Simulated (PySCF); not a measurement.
**GeSiH3Cl2F (SMILES F[Si](Cl)(Cl)[GeH3]) at 5 levels**

Wanted: a comparison of 5 runs (HF/STO-3G, B3LYP/6-31G*, PBE/6-31G**, PBE0/def2-SVP, MP2/def2-SVP) of GeSiH3Cl2F. The job is set up through a Python script.

The results are computed with PySCF 2.14.0.

## (1) The molecule

GeSiH3Cl2F: 8 atoms, total charge 0, spin state singlet. As SMILES, `F[Si](Cl)(Cl)[GeH3]`. The coordinates come from a PBE0-D4/def2-TZVP relaxation.

Bond lengths: F1–Si2 1.589 Å, Si2–Cl3 2.038 Å, Si2–Cl4 2.038 Å, Si2–Ge5 2.370 Å, Ge5–H6 1.534 Å, Ge5–H7 1.534 Å, Ge5–H8 1.533 Å. Some angles: F1–Si2–Cl3 107.0°, F1–Si2–Cl4 107.1°, F1–Si2–Ge5 110.8°, Cl3–Si2–Cl4 108.8°, Cl3–Si2–Ge5 111.5°, Cl4–Si2–Ge5 111.5°, Si2–Ge5–H6 109.2°, Si2–Ge5–H7 109.2°, Si2–Ge5–H8 108.3°, H6–Ge5–H7 110.1°.

## (2) Energy and forces at HF/STO-3G (run 1)

input.xyz

```xyz
8

F     -1.334300    -1.609200     0.880900
Si    -0.129700    -1.113300    -0.028300
Cl     1.550300    -2.052100     0.641600
Cl    -0.518400    -1.738300    -1.928500
Ge     0.092800     1.243700     0.080400
H      0.373900     1.657400     1.530200
H     -1.205000     1.896000    -0.412400
H      1.262700     1.658800    -0.819500
```

run.py

```python
from pyscf import gto

mol = gto.Mole()
mol.atom = 'input.xyz'
mol.verbose = 3
mol.basis = 'sto-3g'
mol.max_memory = 1860
mol.build()

hf = mol.RHF()
hf.conv_tol = 1e-10
hf.kernel()
if not hf.converged:
    hf = hf.newton().run(hf.mo_coeff, hf.mo_occ)

energy = hf.e_tot
print(f'total energy: {energy:.8f} hartree')
grad = hf.nuc_grad_method().kernel()
hf.analyze()
```

Run with:

```bash
$ OMP_NUM_THREADS=1 python run.py
```

What it wrote:

```text
converged SCF energy = -3346.46925703678
[... 13 lines left out ...]
MO #4   energy= -68.1556807610672  occ= 2
[... 6 lines left out ...]
MO #11  energy= -10.3562737315445  occ= 2
[... 6 lines left out ...]
MO #18  energy= -6.51334201259058  occ= 2
[... 6 lines left out ...]
MO #25  energy= -4.15299164793616  occ= 2
[... 6 lines left out ...]
MO #32  energy= -0.69327921096763  occ= 2
[... 6 lines left out ...]
MO #39  energy= -0.457876951292888 occ= 2
[... 6 lines left out ...]
MO #46  energy= -0.349240049028771 occ= 2
[... 6 lines left out ...]
MO #53  energy= 0.544453606531516  occ= 0
[... 9 lines left out ...]
Dipole moment(X, Y, Z, Debye): -0.86032,  3.17793,  1.08029
```

It took 6.9 s on 1 thread of Intel Xeon at 2.70GHz, shared host; peak memory 0.13 GiB.

## (3) Energy and gradient at B3LYP/6-31G(d) (Cartesian functions) (run 2)

calc.py

```python
import pyscf.grad
from pyscf import gto, dft

mol = gto.M(
    atom='''
F     -2.521462    -3.040947     1.664660
Si    -0.245097    -2.103832    -0.053479
Cl     2.929642    -3.877907     1.212448
Cl    -0.979634    -3.284911    -3.644337
Ge     0.175367     2.350252     0.151934
H      0.706569     3.132032     2.891659
H     -2.277120     3.582921    -0.779323
H      2.386157     3.134678    -1.548631
''',
    unit='bohr',
    cart=True,
    basis='6-31g*',
    verbose=4,
    max_memory=1860,
)

mf = dft.RKS(mol)
mf.xc = 'b3lyp'
mf.conv_tol = 1e-10
mf.grids.level = 5
mf.kernel()
if not mf.converged:
    mf = mf.newton().run(mf.mo_coeff, mf.mo_occ)

e_final = mf.e_tot
print('E(%s) = %.9f' % ('B3LYP', e_final))
grad = mf.Gradients().kernel()
dip = mf.dip_moment()
pop, q = mf.mulliken_pop()
```

Run with:

```bash
$ OMP_NUM_THREADS=1 python calc.py
```

What it wrote:

```text
PySCF version 2.14.0

[... 79 lines left out ...]
converged SCF energy = -3388.46140286243
[... 13 lines left out ...]
Dipole moment(X, Y, Z, Debye):  0.15600,  1.95079,  0.11263
[... 122 lines left out ...]
charge of    7H =      0.05258
```

It took 80 s on 1 thread of Intel Xeon at 2.70GHz, shared host; peak memory 1.1 GiB.

## (4) Energy and forces at PBE/6-31G(d,p) (spherical functions) (run 3)

run.py

```python
# F[Si](Cl)(Cl)[GeH3]
from pyscf import gto, dft

molecule = gto.Mole()
molecule.atom = '''
F   -1.334300  -1.609200   0.880900
Si  -0.129700  -1.113300  -0.028300
Cl   1.550300  -2.052100   0.641600
Cl  -0.518400  -1.738300  -1.928500
Ge   0.092800   1.243700   0.080400
H    0.373900   1.657400   1.530200
H   -1.205000   1.896000  -0.412400
H    1.262700   1.658800  -0.819500
'''
molecule.max_memory = 1860
molecule.basis = '6-31g**'
molecule.charge = 0
molecule.verbose = 3
molecule.build()

calc0 = dft.RKS(molecule)
calc0.xc = 'pbe'
calc0.conv_tol = 1e-10
calc0.grids.level = 5
calc0.kernel()
if not calc0.converged:
    calc0 = calc0.newton().run(calc0.mo_coeff, calc0.mo_occ)

etot = calc0.e_tot
print('Final energy', etot)
grad = calc0.nuc_grad_method().kernel()
calc0.analyze()
```

Run with:

```bash
$ OMP_NUM_THREADS=1 python run.py
```

What it wrote:

```text
converged SCF energy = -3387.41711453189
[... 12 lines left out ...]
MO #3   energy= -100.670596203397  occ= 2
[... 13 lines left out ...]
MO #17  energy= -7.00304678622839  occ= 2
[... 13 lines left out ...]
MO #31  energy= -1.10667618638282  occ= 2
[... 13 lines left out ...]
MO #45  energy= -0.293559693053697 occ= 2
[... 13 lines left out ...]
MO #59  energy= 0.195136176237431  occ= 0
[... 13 lines left out ...]
MO #73  energy= 0.544417454414211  occ= 0
[... 13 lines left out ...]
MO #87  energy= 0.928039986619374  occ= 0
[... 13 lines left out ...]
MO #101 energy= 1.92095815464414   occ= 0
[... 13 lines left out ...]
MO #115 energy= 3.37760614592694   occ= 0
[... 9 lines left out ...]
Dipole moment(X, Y, Z, Debye):  0.11392,  1.86978,  0.13660
```

Wall time 80 s (1 thread of Intel Xeon at 2.70GHz, shared host); peak memory 1.2 GiB.

Run 4 isn't shown in full; the table further down has it.

## (5) Energy and forces at MP2/def2-SVP (run 5)

mol.xyz

```xyz
8

F     -1.334300    -1.609200     0.880900
Si    -0.129700    -1.113300    -0.028300
Cl     1.550300    -2.052100     0.641600
Cl    -0.518400    -1.738300    -1.928500
Ge     0.092800     1.243700     0.080400
H      0.373900     1.657400     1.530200
H     -1.205000     1.896000    -0.412400
H      1.262700     1.658800    -0.819500
```

calc.py

```python
import pyscf.grad
from pyscf import gto, scf, mp

mol = gto.M(
    atom='mol.xyz',
    charge=0,
    max_memory=1860,
    verbose=3,
    basis='def2-svp',
)

calc0 = scf.RHF(mol)
calc0.conv_tol = 1e-10
calc0.kernel()
if not calc0.converged:
    calc0 = calc0.newton().run(calc0.mo_coeff, calc0.mo_occ)

pt = mp.MP2(calc0, frozen=25).run()
e_tot = pt.e_tot
print(f'total energy: {e_tot:.8f} hartree')
grad = pt.Gradients().kernel()
calc0.analyze()
```

Run with:

```bash
$ OMP_NUM_THREADS=1 python calc.py
```

What it wrote:

```text
converged SCF energy = -3383.92314625548
[... 14 lines left out ...]
MO #3   energy= -104.807844389899  occ= 2
[... 13 lines left out ...]
MO #17  energy= -8.04464400599875  occ= 2
[... 13 lines left out ...]
MO #31  energy= -1.59070585453381  occ= 2
[... 13 lines left out ...]
MO #45  energy= -0.46892260051167  occ= 2
[... 13 lines left out ...]
MO #59  energy= 0.481639012725328  occ= 0
[... 13 lines left out ...]
MO #73  energy= 0.929133934225339  occ= 0
[... 13 lines left out ...]
MO #87  energy= 1.23459627935363   occ= 0
[... 13 lines left out ...]
MO #101 energy= 2.00525702064491   occ= 0
[... 13 lines left out ...]
MO #115 energy= 3.92939545621022   occ= 0
[... 9 lines left out ...]
Dipole moment(X, Y, Z, Debye):  0.39857,  1.89802, -0.08909
```

Wall time 46 s (1 thread of Intel Xeon at 2.70GHz, shared host); peak memory 1.6 GiB.

## (6) The series

```
run                               level  Cartesian functions  integration grid   energy (Eh)  dipole moment (D) of the reference  HOMO energy (eV)  LUMO energy (eV)  wall time
  1                           HF/STO-3G                   no                 –  -3346.469257                                3.47             -9.50              7.20      6.9 s
  2  B3LYP/6-31G* (Cartesian functions)                  yes                 5  -3388.461403                                1.96             -8.46             -0.48       80 s
  3   PBE/6-31G** (spherical functions)                   no                 5  -3387.417115                                1.88             -7.46             -1.13       80 s
  4                       PBE0/def2-SVP                   no                 5  -3387.203563                                1.70             -8.63             -0.17       71 s
  5                        MP2/def2-SVP                   no                 –  -3384.696080                                1.94            -11.49              3.17       46 s
```

## (7) Results

| quantity | value |
| --- | --- |
| run 5: total energy | -3384.69608 Eh |
| run 5: dipole moment (Hartree–Fock density) | 1.94 D |
| run 5: HOMO energy (Hartree–Fock orbitals) | -11.49 eV |
| run 5: LUMO energy (Hartree–Fock orbitals) | 3.17 eV |
| run 5: HOMO–LUMO gap (Hartree–Fock orbitals) | 14.65 eV |
| run 5: correlation energy (25 core orbitals frozen) | -772.9 mEh |
| run 5: largest force on an atom | 1.325 eV/Å |

Over runs 1, 2, 3, 4 the dipole moment (its size) runs from 1.70 D (PBE0/def2-SVP) to 3.47 D (HF/STO-3G). The two ends differ in method and basis. Over runs 1, 2, 3, 4 the HOMO–LUMO gap runs from 6.33 eV (PBE/6-31G**) to 16.70 eV (HF/STO-3G). Totals of different functionals can't be ranked against each other. In run 1 the basis is minimal, so the values are rough. All runs together took 4.7 min, the longest 80 s.
